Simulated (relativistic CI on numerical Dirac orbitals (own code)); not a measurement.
**Gd LVI (Gd⁵⁵⁺): levels and lines**

Aim: the low levels of Gd⁵⁵⁺, their labels and the strongest lines; further runs change one setting each.

Program: relativistic CI on numerical Dirac orbitals (own code) version 2. Level of theory: Dirac-Coulomb-Breit CI, KLI orbitals optimised for each configuration, model QED (radiative potential, 1s self-energy scaled to tabulated hydrogen-like ionisation energies). These are calculated values, not measurements, unless marked.

## Step 1: The atom as given

| Property | Result |
| --- | --- |
| ion | Gd⁵⁵⁺ (Gd LVI) |
| nuclear charge | 64 |
| electrons | 9 |
| isotope | A = 158 |
| first configuration typed | [He] 2s2 2p5 |

Outer shells as boxes (Hund's rule):

first configuration typed
```
[He] core
2s [↑↓]
2p [↑↓][↑↓][↑ ]
```

## Step 2: The main run

The run's settings:

```ini
atom Gd  Z=64  charge=55  electrons=9
nucleus A=158  rms_radius_fm=5.1569
hamiltonian dirac-coulomb  breit=on  qed=on  c_scale=1
orbitals kli  potential=per-configuration
slater_scale 1
correlation none
mixing on
configurations
  [He] 2s2 2p5
  [He] 2s 2p6
  [He] 2p6 3s
  [He] 2p6 3p
  [He] 2p6 3d
  [He] 2s2 2p4 3s
  [He] 2s2 2p4 3p
  [He] 2s2 2p4 3d
  [He] 2s 2p5 3s
  [He] 2s 2p5 3p
  [He] 2s 2p5 3d
  [He] 2s2 2p4 4s
  [He] 2s2 2p4 4p
  [He] 2s2 2p4 4d
  [He] 2s2 2p4 4f
  [He] 2s 2p5 4s
end
```

## Step 3: The first configuration alone

The run's settings:

```ini
atom Gd  Z=64  charge=55  electrons=9
nucleus A=158  rms_radius_fm=5.1569
hamiltonian dirac-coulomb  breit=on  qed=on  c_scale=1
orbitals kli  potential=per-configuration
slater_scale 1
correlation none
mixing on
configurations
  [He] 2s2 2p5
end
```

## Step 4: Non-relativistic limit (c × 1000)

The run's settings:

```ini
atom Gd  Z=64  charge=55  electrons=9
nucleus A=158  rms_radius_fm=5.1569
hamiltonian dirac-coulomb  breit=off  qed=off  c_scale=1000
orbitals kli  potential=per-configuration
slater_scale 1
correlation none
mixing on
configurations
  [He] 2s2 2p5
  [He] 2s 2p6
  [He] 2p6 3s
  [He] 2p6 3p
  [He] 2p6 3d
  [He] 2s2 2p4 3s
  [He] 2s2 2p4 3p
  [He] 2s2 2p4 3d
  [He] 2s 2p5 3s
  [He] 2s 2p5 3p
  [He] 2s 2p5 3d
  [He] 2s2 2p4 4s
  [He] 2s2 2p4 4p
  [He] 2s2 2p4 4d
  [He] 2s2 2p4 4f
  [He] 2s 2p5 4s
end
```

(Steps that only read results are left out.)

Q: Predict the outcome of this session. Wanted: lowest level; first excitation; lowest level of the other parity; fastest E1 line; ionisation energy.

**Answer**, as computed:

| run | time | mean size of shift, levels followed (cm⁻¹) | lowest level | ionisation energy (eV) |
| --- | --- | --- | --- | --- |
| main run | 0.43 s | 0 | 2p5 2P°3/2 | 11551 |
| the first configuration alone | 0.02 s | 1027 | 2p5 2P°3/2 | - |
| non-relativistic limit (c × 1000) | 0.18 s | 3017701 | 2p5 2P°3/2 | - |

The tabulated theoretical ionisation energy (NIST) is 11552 eV.

| quantity | value |
| --- | --- |
| lowest level | 2p5 2P°3/2 |
| first excitation | 2p5 2P°1/2, 717.20 eV |
| lowest level of the other parity | 2s 2p6 2S1/2, 1103.77 eV |
| levels in the model | 207 |
| fastest E1 line (by rate) to the lowest level among the lowest 200 of 207 levels | 0.1838 nm, from 2p4 3d [2p3/2^2 3d5/2] J=5/2 |
| ionisation energy | 11551 eV |
| ionisation energy, tabulated theoretical (NIST) | 11552 eV |

In words: 2p5 2P°3/2 comes out lowest; its LS label holds 100 % and its jj label 100 %; over the low levels the means are 63 and 100 %, so jj coupling describes them better. The ionisation energy agrees with the tabulated theoretical value within its uncertainty of 5 eV. The largest mover is «non-relativistic limit (c × 1000)» (3017701 cm⁻¹ on average). Lifetimes count radiative decay inside the model alone.
